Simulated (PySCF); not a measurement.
# C₆H₈S: magnetic properties

What do calculations give for the magnetic properties of C₆H₈S (`C#CC[C@@H]1S[C@@H]1C`)?

Computed with PySCF 2.14.0 and routines of our own; the level stands in each step. Atoms count from 0.

### 1 The starting structure

15 atoms, charge 0, multiplicity 1; geometry from: GFN2-xTB.

### 2 Magnetic properties: GIAO KT3/pcSseg-1

The job: settings as JSON, then the geometry in Å.

```
{"job": {"kind": "mag", "xc": "KT3", "basis": "pcSseg-1", "isotopologues": 2}, "charge": 0, "multiplicity": 1}
C      2.572473     0.954322    -0.311686
C      1.833120     0.025108    -0.164966
C      0.908622    -1.073143     0.042589
C     -0.097476    -0.696471     1.108512
S     -1.694625    -1.547558     1.116818
C     -1.255162     0.185309     0.809749
C     -1.492235     0.747938    -0.564768
H      3.236440     1.753584    -0.455265
H      1.464472    -1.959588     0.361868
H      0.404025    -1.308283    -0.897168
H      0.339844    -0.600737     2.098905
H     -1.569394     0.844222     1.614359
H     -2.485730     1.187152    -0.622909
H     -1.416681    -0.024008    -1.326417
H     -0.752105     1.520142    -0.773983
```

With the program's defaults for keys left out, this is: GIAO KT3/pcSseg-1 magnetisability, rotational g tensor and spin-rotation constants, non-relativistic, gas phase.

Run with:

```console
$ OMP_NUM_THREADS=1 python excited_run.py task.json out
```

This one command runs all jobs of the session in turn.

What it wrote:

```text
coarse grid: 13104 points
cycle   1  E = -638.0894870223  dE =  7.751e-01  |g| = 5.209e-01  |ddm| = 3.803e+00
cycle   2  E = -638.0581703673  dE =  3.132e-02  |g| = 6.188e-01  |ddm| = 1.379e+00
cycle   3  E = -638.1617343580  dE = -1.036e-01  |g| = 1.162e-01  |ddm| = 8.128e-01
cycle   4  E = -638.1650923774  dE = -3.358e-03  |g| = 4.188e-02  |ddm| = 2.020e-01
cycle   5  E = -638.1655664726  dE = -4.741e-04  |g| = 9.762e-03  |ddm| = 5.393e-02
cycle   6  E = -638.1655858089  dE = -1.934e-05  |g| = 4.432e-03  |ddm| = 1.489e-02
cycle   7  E = -638.1655894632  dE = -3.654e-06  |g| = 2.435e-03  |ddm| = 4.873e-03
final grid: 121976 points
cycle   8  E = -638.1909447409  dE = -2.164e-04  |g| = 1.116e-02  |ddm| = 9.815e-02
cycle   9  E = -638.1907981586  dE =  1.466e-04  |g| = 2.544e-02  |ddm| = 2.846e-02
cycle  10  E = -638.1909611654  dE = -1.630e-04  |g| = 5.452e-03  |ddm| = 2.479e-02
cycle  11  E = -638.1909682198  dE = -7.054e-06  |g| = 1.713e-03  |ddm| = 5.517e-03
cycle  12  E = -638.1909689479  dE = -7.281e-07  |g| = 5.812e-04  |ddm| = 2.521e-03
cycle  13  E = -638.1909690449  dE = -9.703e-08  |g| = 5.118e-05  |ddm| = 7.664e-04
cycle  14  E = -638.1909690453  dE = -4.047e-10  |g| = 3.128e-05  |ddm| = 1.021e-04
converged SCF energy = -638.1909690453

Magnetisability tensor (1e-30 J/T^2)
    -1317.74      -43.21       44.58
      -43.21    -1328.25       -4.25
       44.58       -4.25    -1502.61
isotropic -1382.86   principal values   -1512.97  -1362.07  -1273.56
isotropic susceptibility -83.278 1e-6 cm^3/mol

Inertial axes            a          b          c
rot. const./GHz      4.2699     1.4115     1.1725
chi total           -83.256    -78.597    -87.981
chi diamagnetic    -402.274   -913.897  -1092.137
chi paramagnetic    319.017    835.300   1004.156
quadrupole/D A       -3.430      3.233      0.197
g nuclear            0.6357     0.5468     0.5534
g electronic        -0.6400    -0.5539    -0.5531
g total             -0.0043    -0.0071     0.0003

Spin-rotation constants (kHz, H = +C I.J)
atom  isotope        aa         bb         cc
  7     1H       -0.070     -0.132     -0.118
  8     1H       -0.467      0.060     -0.117
  9     1H       -0.447     -0.127      0.010
 10     1H       -0.428     -0.089     -0.005
 11     1H       -0.383     -0.112      0.003
 12     1H       -0.208     -0.034     -0.129
 13     1H       -0.506     -0.136      0.013
 14     1H        0.035     -0.125     -0.115
  0    13C*       0.472      0.370      0.324
  1    13C*       0.366      0.421      0.372
  2    13C*       0.592      0.254      0.181
  3    13C*       0.815      0.294      0.162
  4    33S*       1.353      0.314      0.060
  5    13C*       0.675      0.331      0.161
  6    13C*       0.680      0.209      0.162
* in the singly substituted isotopologue

Isotopologues: g along a, b, c
2H    at 7,8,9,10,11,12    -0.0037    -0.0065     0.0001
13C   at 0                 -0.0043    -0.0070     0.0002
```

Run time: 55 s. Hardware: 1 thread of Intel Xeon Platinum 8259CL at 2.50GHz, shared host; peak memory 0.6 GiB.

In short:

| quantity | value |
| --- | --- |
| magnetisability | -1383·10⁻³⁰ J/T² |
| molar susceptibility | -83.3·10⁻⁶ cm³/mol |
| rotational g (a, b, c) | -0.0043, -0.0071, 0.0003 |

Orbitals, density, ELF and potential are computed afterwards from the orbital file.

Frontier orbitals at KT3/pcSseg-1, with the share of their density that lies nearest to each atom:

```
orbital  energy (eV)                    lies on
   HOMO        -5.41                    S4 83 %
   LUMO        -0.82  S4 38 %; C3 17 %; C5 13 %
```

ELF in a plane through or near 6 of the atoms.

Ten even steps from '0' (0.00) to '9' (1.00):
```
0000000000000000000000000000
0000000000000000000000000000
0000000000000000112210000000
0000000002410002467641000000
0000000039960014778873000000
0000000049982136711774100000
0000000018985557567474100000
0000000003746865523763000000
0000023557834752256531000000
0000145762784311343100000000
0000256875262002674100000000
0000146787751004535541000000
0000146678740078348999400000
0000146666510499969999500000
0000034334300699947999200000
0000000011000399712773000000
0000000000000035200000000000
0000000000000000000000000000
0000000000000000000000000000
0000000000000000000000000000
```
The map spans 11.8 Å across and 8.9 Å up, centred on the molecule. Atoms in the plane (x, y in Å): C1 (-1.9, -0.1), C2 (-0.9, 0.9), S4 (1.8, 1.8), C6 (1.4, -1.1), H12 (2.4, -1.5), H14 (0.7, -1.8).

On the surface of density 0.002 e/bohr³ the electrostatic potential runs, from the 1st to the 99th percentile, from -0.93 V near S4 to 1.34 V near H7.

### 3 Magnetic properties: GIAO X3LYP/6-31G*

The job, as its differences from that of step 2:

```diff
@@ -1,2 +1,2 @@
-{"job": {"kind": "mag", "xc": "KT3", "basis": "pcSseg-1", "isotopologues": 2}, "charge": 0, "multiplicity": 1}
+{"job": {"kind": "mag", "xc": "X3LYP", "basis": "6-31G*"}, "charge": 0, "multiplicity": 1}
 C      2.572473     0.954322    -0.311686
```

Method: GIAO X3LYP/6-31G* magnetisability, rotational g tensor and spin-rotation constants, non-relativistic, gas phase.

What it wrote:

```text
coarse grid: 13104 points
cycle   1  E = -631.3926115385  dE =  9.506e-01  |g| = 4.237e-01  |ddm| = 3.925e+00
cycle   2  E = -631.4031432340  dE = -1.053e-02  |g| = 3.865e-01  |ddm| = 1.028e+00
cycle   3  E = -631.4429136898  dE = -3.977e-02  |g| = 8.442e-02  |ddm| = 4.719e-01
cycle   4  E = -631.4441920211  dE = -1.278e-03  |g| = 4.882e-02  |ddm| = 1.168e-01
cycle   5  E = -631.4447662173  dE = -5.742e-04  |g| = 1.143e-02  |ddm| = 4.908e-02
cycle   6  E = -631.4447982868  dE = -3.207e-05  |g| = 2.806e-03  |ddm| = 1.545e-02
cycle   7  E = -631.4448002086  dE = -1.922e-06  |g| = 7.135e-04  |ddm| = 3.654e-03
final grid: 121976 points
cycle   8  E = -631.3758771855  dE = -2.314e-05  |g| = 6.344e-03  |ddm| = 2.783e-02
cycle   9  E = -631.3758665049  dE =  1.068e-05  |g| = 8.943e-03  |ddm| = 1.547e-02
cycle  10  E = -631.3758870781  dE = -2.057e-05  |g| = 1.916e-03  |ddm| = 1.152e-02
cycle  11  E = -631.3758880155  dE = -9.374e-07  |g| = 4.111e-04  |ddm| = 2.185e-03
cycle  12  E = -631.3758880548  dE = -3.931e-08  |g| = 1.559e-04  |ddm| = 5.520e-04
cycle  13  E = -631.3758880609  dE = -6.098e-09  |g| = 3.128e-05  |ddm| = 1.660e-04
cycle  14  E = -631.3758880611  dE = -2.423e-10  |g| = 7.452e-06  |ddm| = 5.002e-05
converged SCF energy = -631.3758880611

Magnetisability tensor (1e-30 J/T^2)
    -1321.91      -39.33       42.57
      -39.33    -1334.85       -7.73
       42.57       -7.73    -1514.39
isotropic -1390.38   principal values   -1523.38  -1365.43  -1282.33
isotropic susceptibility -83.731 1e-6 cm^3/mol

Inertial axes            a          b          c
rot. const./GHz      4.2699     1.4115     1.1725
chi total           -83.312    -79.091    -88.790
chi diamagnetic    -401.394   -913.210  -1091.587
chi paramagnetic    318.082    834.120   1002.797
quadrupole/D A       -3.727      3.266      0.461
g nuclear            0.6357     0.5468     0.5534
g electronic        -0.6381    -0.5531    -0.5524
g total             -0.0024    -0.0063     0.0010

Spin-rotation constants (kHz, H = +C I.J)
atom  isotope        aa         bb         cc
  7     1H       -0.085     -0.144     -0.127
  8     1H       -0.495      0.054     -0.125
  9     1H       -0.471     -0.134      0.006
 10     1H       -0.447     -0.097     -0.009
 11     1H       -0.403     -0.120     -0.000
 12     1H       -0.234     -0.040     -0.135
 13     1H       -0.518     -0.143      0.010
 14     1H        0.015     -0.132     -0.121
  0    13C*       0.430      0.345      0.302
  1    13C*       0.328      0.388      0.345
  2    13C*       0.537      0.227      0.159
  3    13C*       0.744      0.267      0.146
  4    33S*       1.293      0.285      0.047
  5    13C*       0.585      0.305      0.143
  6    13C*       0.610      0.189      0.146
* in the singly substituted isotopologue
```

It took 23 s on 1 thread of Intel Xeon Platinum 8259CL at 2.50GHz, shared host; peak memory 0.59 GiB.

In short:

```
              quantity                     value
       magnetisability          -1390·10⁻³⁰ J/T²
  molar susceptibility        -83.7·10⁻⁶ cm³/mol
rotational g (a, b, c)  -0.0024, -0.0063, 0.0010
```

### 4 The levels compared

```csv
level,ξ (10⁻³⁰ J/T²),g(a),g(b),gap (eV),functions,time
GIAO KT3/pcSseg-1,-1383,-0.0043,-0.0071,4.59,166,55 s
GIAO X3LYP/6-31G*,-1390,-0.0024,-0.0063,6.49,118,23 s
```

### 5 Summary of results

```
                                          quantity                      value
       magnetisability (step 2, GIAO KT3/pcSseg-1)           -1383·10⁻³⁰ J/T²
  molar susceptibility (step 2, GIAO KT3/pcSseg-1)         -83.3·10⁻⁶ cm³/mol
rotational g (a, b, c) (step 2, GIAO KT3/pcSseg-1)   -0.0043, -0.0071, 0.0003
             surface potential, 1st and 99th percentile         -0.93 V and 1.34 V
                   magnetisability over the levels  -1390 to -1383·10⁻³⁰ J/T²
```

In words: At KT3/pcSseg-1, counted by nearest atom on the grid, the HOMO lies on S4 83 %, the LUMO on S4 38 %; C3 17 %. The magnetisability spreads by 0.5 % over 2 levels, from GIAO X3LYP/6-31G* (23 s) to GIAO KT3/pcSseg-1 (55 s); the runs took 23 s to 55 s. Two levels can agree by chance, so this spread shows no convergence. Vibrational averaging and real surroundings are missing from these values.
